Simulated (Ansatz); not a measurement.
# InSb3 (Pm-3m) in Ansatz: band structure with PBEsol

Aim: the band structure of InSb3 with PBEsol.

Everything below comes from runs of Ansatz 0.2.0. Logs are shortened: lines on timing, memory, paths and dates and some standing lists are left out, and cuts for length are marked.

### Step 1. The structure

It takes space group Pm-3m (No. 221, cubic). The conventional cell has a = 4.806 Å, b = 4.806 Å, c = 4.806 Å, α = 90.00°, β = 90.00°, γ = 90.00°. Around Sb (site symmetry 4/mmm) lie 8 Sb at 3.40 Å and 4 In at 3.40 Å. In (site symmetry m-3m) has 12 Sb at 3.40 Å as nearest neighbours.

The cell comes from a database or a generator and needn't be the stable form of this composition.

### Step 2. Band structure, PBEsol

Input file input.yaml:

```yaml
crystal:
  lattice:
    - [4.806367, 0.0, 0.0]
    - [0.0, 4.806367, 0.0]
    - [0.0, 0.0, 4.806367]
  atoms:
    - { symbol: Sb, position: [0.5, 0.5, 0.0] }
    - { symbol: Sb, position: [0.0, 0.5, 0.5] }
    - { symbol: Sb, position: [0.5, 0.0, 0.5] }
    - { symbol: In, position: [0.0, 0.0, 0.0] }
hamiltonian:
  xc: pbesol
  pseudopotentials: { kind: paw }
kpoints:
  mp_grid: { grid: [6, 6, 6] }
  band_path:
    path:
      - [[0.0, 0.0, 0.0], [0.0, 0.5, 0.0], [0.5, 0.5, 0.0], [0.0, 0.0, 0.0], [0.5, 0.5, 0.5], [0.0, 0.5, 0.0]]
      - [[0.5, 0.5, 0.0], [0.5, 0.5, 0.5]]
    npoints: 14
scf:
  occupations: { method: fermi_dirac, width: 0.05 }
  n_extra_bands: 10
output:
  forces: true
  stress: true
  eigenvalues: true
  fatbands: true
  write_density: true
  write_potential: true
  elf: true
  volumetric_format: npy
```

Potentials or basis: Ansatz PAW.

Run with:

```bash
$ ansatz run input.yaml --threads 2 --pin off --max-ram 5632MiB --backend cpu --events-out ev --progress --plain --runs-dir out
```

Log:

```text
Warning: RAYON_NUM_THREADS=2 ignored (pool sized by the plan → 2); use --threads N
scf.n_extra_bands = 10 over 29 filled bands (N_el = 58.0): the run solves 39 bands
Engine: ansatz 0.2.0, x86_64-unknown-linux-gnu
Pseudopotentials: kind: paw
Pseudopotential: Sb, paw, valence charge 15, recommended cutoff 420 eV (normal), Sb.paw.azcp
Pseudopotential: In, paw, valence charge 13, recommended cutoff 420 eV (normal), In.paw.azcp
Functional definition: PBEsol
  exchange = pbesol_x
  correlation = pbesol_c
Crystal: 4 atoms, lattice volume = 111.033 Å³
Basis set: ecut = 420 eV, 2109 PW (Γ), exchange–correlation on 72×72×72 points (8 copies of the dense FFT grid, shifted against one another)
Bands: 39, of which v1, the nominal top of the filled ones, is band 29 counted from 1 (28 counted from 0)
Symmetry: 48 space group operations
Space group: Pm-3m (ITA 221), of the structure as read, at distance tolerance 4.8e-5 Å
k-points: 20 of 216
Non-local potential: Sb, projectors of the file, l = 0: 2, l = 1: 2, l = 2: 2, l = 3: 2
Non-local potential: In, projectors of the file, l = 0: 2, l = 1: 2, l = 2: 2, l = 3: 2
PAW form: soft (Blöchl's): semilocal exchange-correlation on the pseudo side does not see the compensation charge
PAW frozen core: Sb, regenerated for the run's functional, and the local potential with it (the file was generated under x = pbe(κ = 0.804, μ = 0.2195149727645171), c = pbe(β = 0.06672455060314922))
PAW frozen core: In, regenerated for the run's functional, and the local potential with it (the file was generated under x = pbe(κ = 0.804, μ = 0.2195149727645171), c = pbe(β = 0.06672455060314922))
PAW one-centre angular grid: Sb, 590 points (default); XC on 64 Gauss nodes
PAW one-centre angular grid: In, 590 points (default); XC on 64 Gauss nodes
Initial density: superposition of atomic densities (neutral atoms: chi_scale 0, normalization atom), corrected by the library's trained network
Initial wavefunctions: pseudopotential atomic-orbital guess
Functional: x = pbesol(κ = 0.804, μ = 0.12345679012345678), c = pbesol(β = 0.046)
SCF iter   1: F=—  HF=-24749.013223 eV  |F-HF|=—  |Δ(HF+E_count)|=         —  Δρ=2.74e-3  dr2=1.02e-2  ethr=1.77e-3  ⟨swp⟩=8.4  Hψ=3677  notcnv=0  defer=21
preconditioner: auto → Kerker (q_TF=auto, 2.448 Å⁻¹)  [metal: Δε(μ)=0.076 eV  Ē_g=12.386 eV  σ=0.050 eV  W_gap=0.34  n_scr=26 (ndim 8)  ℏωp=18.6 eV  f_vac=0.000  D(μ)=2.51/eV (n_scr^D=18)]
SCF iter   2: F=—  HF=-24749.007027 eV  |F-HF|=—  |Δ(HF+E_count)|=   6.20e-3  Δρ=1.76e-3  dr2=4.16e-3  ethr=1.76e-5  ⟨swp⟩=2.0  Hψ=1217  notcnv=0  defer=36
SCF iter   3: F=—  HF=-24749.005795 eV  |F-HF|=—  |Δ(HF+E_count)|=   1.23e-3  Δρ=7.21e-4  dr2=4.88e-4  ethr=7.17e-6  ⟨swp⟩=2.0  Hψ=1300  notcnv=0  defer=36
SCF iter   4: F=—  HF=-24749.005542 eV  |F-HF|=—  |Δ(HF+E_count)|=   2.53e-4  Δρ=2.55e-4  dr2=1.58e-4  ethr=8.41e-7  ⟨swp⟩=2.0  Hψ=1241  notcnv=0  defer=36
SCF iter   5: F=—  HF=-24749.005485 eV  |F-HF|=—  |Δ(HF+E_count)|=   5.72e-5  Δρ=6.61e-5  dr2=6.76e-6  ethr=2.73e-7  ⟨swp⟩=2.2  Hψ=1200  notcnv=0  defer=36
SCF iter   6: F=—  HF=-24749.005493 eV  |F-HF|=—  |Δ(HF+E_count)|=   7.95e-6  Δρ=3.22e-5  dr2=8.00e-7  ethr=1.17e-8  ⟨swp⟩=2.0  Hψ=1301  notcnv=0  defer=36
SCF iter   7: F=-24749.005492 eV  HF=-24749.005492 eV  |F-HF|=2.47e-8  |Δ(HF+E_count)|=   3.06e-7  Δρ=6.29e-6  dr2=3.50e-8  ethr=1.72e-10  ⟨swp⟩=13.1  Hψ=5985  notcnv=0
SCF 1 converged in 7 iterations: F = -24749.005492 eV  dr2 = 3.50e-8
NSCF: frozen V_eff on 86 k-points
SCF converged after 7 iterations
Free energy (F): -24749.005492 eV
Harris-Foulkes:  -24749.005492 eV  (|F-HF|=2.47e-8)
Internal energy: -24748.984113 eV  (E = F + TS)
E sigma→0 (E₀):  -24748.994803 eV
Entropy (-TS):   -0.021379 eV (-5.345 meV/atom)
Fermi energy:    10.627832 eV
--- Per-component energies (eV) ---
  E_band       = -492.850877
  E_kinetic    = 860.504415
  E_local      = -5511.193656  (includes V_loc(G=0)·N_el)
  E_nonlocal   = 1457.224904
  E_hartree    = 2432.238387
  E_xc         = -626.196765
  E_vxc        = -389.633286  (∫ρ·V_xc dr)
  E_paw        = -17576.660601  (= ΣΔE_a)
  E_vpaw       = -1774.240912  (= ΣTr[D̂ρ^β])
  E_aug_tail   = 0.000020  (compensation charges beyond the density's cutoff)
  E_ewald      = -5786.132290
  E_core_change = 1.231474  (= ΣΔE_core)
  E_smearing   = -0.021379  (= −TS)
  E_closure    = -0.000000  (closes the sum)
  Σ components = -24749.005492   (vs F -24749.005492, Δ=0.00e0)
--- Forces (eV/Å), atoms counted from 1 ---
  atom   1  Sb     0.00000000     0.00000000     0.00000000
  atom   2  Sb     0.00000000     0.00000000    -0.00000000
  atom   3  Sb     0.00000000    -0.00000000     0.00000000
  atom   4  In    -0.00000000    -0.00000000    -0.00000000
  max |Σ_I F_I| component: 1.21e-28 eV/Å
--- Stress (GPa, compression-positive) ---
       -2.683942       0.000000       0.000000
       -0.000000      -2.683942      -0.000000
        0.000000       0.000000      -2.683942
  P = ⅓ Tr σ = -2.6839 GPa (-26.839 kbar)
--- Band table (eV; the first three rows and the last of 20) ---
  k-point 0: bands = ["-18.5763", "-18.5763", "-18.5763", "-18.5671", "-18.5348", "-18.5348", "-18.5171", "-18.5171", "-18.5171", "-18.5119", "-18.5119", "-18.4814", "-18.4758", "-18.4758", "-18.4758", "-3.8308", "-3.8308", "-3.8139", "-3.8139", "-3.8139", "-1.5610", "3.1284", "3.1284", "6.3377", "6.3377", "6.3377", "7.0124", "11.0572", "11.0572", "11.0572", "12.3444", "12.3444", "12.3444", "15.3293", "15.3293", "15.5785", "15.8644", "15.8644", "15.8644"]
  k-point 1: bands = ["-18.5756", "-18.5698", "-18.5698", "-18.5638", "-18.5346", "-18.5316", "-18.5177", "-18.5172", "-18.5172", "-18.5150", "-18.5119", "-18.4844", "-18.4825", "-18.4825", "-18.4758", "-3.8294", "-3.8268", "-3.8170", "-3.8170", "-3.8138", "-1.3925", "2.4617", "3.1636", "6.1068", "6.5344", "6.5344", "8.2589", "10.5467", "10.6173", "10.6173", "11.5369", "12.1344", "12.1344", "15.5760", "16.0009", "16.3111", "16.3141", "16.4649", "16.4649"]
  k-point 2: bands = ["-18.5743", "-18.5552", "-18.5522", "-18.5522", "-18.5341", "-18.5234", "-18.5229", "-18.5190", "-18.5177", "-18.5177", "-18.5117", "-18.5001", "-18.5001", "-18.4923", "-18.4758", "-3.8267", "-3.8232", "-3.8232", "-3.8192", "-3.8137", "-0.9054", "1.2609", "3.2379", "6.2055", "7.1004", "7.1004", "9.4214", "9.4214", "9.8043", "9.9055", "10.9050", "12.4302", "12.4302", "14.7795", "15.2952", "15.2952", "16.3933", "16.4478", "18.4010"]
  k-point 19: bands = ["-18.5522", "-18.5522", "-18.5522", "-18.5482", "-18.5482", "-18.5482", "-18.5415", "-18.5131", "-18.5131", "-18.5131", "-18.5096", "-18.5096", "-18.4817", "-18.4817", "-18.4817", "-3.8475", "-3.8475", "-3.8475", "-3.7978", "-3.7978", "1.6264", "1.6264", "1.6264", "5.0110", "5.6384", "5.6384", "5.6384", "5.8124", "14.1205", "14.1205", "14.1787", "14.1787", "14.1787", "16.9756", "16.9756", "16.9756", "19.1238", "19.1238", "19.1238"]
```

Wall time 8.1 s (2 threads of Intel Xeon Platinum 8375C at 2.90GHz (Ice Lake), shared host); peak memory 0.55 GiB.

Results:

| Property | Result |
| --- | --- |
| Free energy | -24749.0055 eV |
| Pressure | -2.7 GPa |
| Band gap on the k mesh | none (metal or under the smearing width) |

Levels at the corners of the path, in eV from the Fermi level:
```
point  band 27  band 28  band 29  band 30  band 31  band 32
    Γ    -3.62     0.43     0.43     0.43     1.72     1.72
    X    -2.11    -2.11    -1.12    -0.86     1.97     2.16
    M    -1.66    -1.34    -1.11    -1.11    -0.48     1.02
    Γ    -3.62     0.43     0.43     0.43     1.72     1.72
    R    -4.99    -4.82     3.49     3.49     3.55     3.55
    X    -2.11    -2.11    -1.12    -0.86     1.97     2.16
    M    -1.66    -1.34    -1.11    -1.11    -0.48     1.02
    R    -4.99    -4.82     3.49     3.49     3.55     3.55
```

Caveat: spin-orbit coupling is left out, which moves the levels of the heavy elements; the PAW data sets come from PBE, with cores solved anew for the run's functional, which leaves a small shift of forces and pressure.
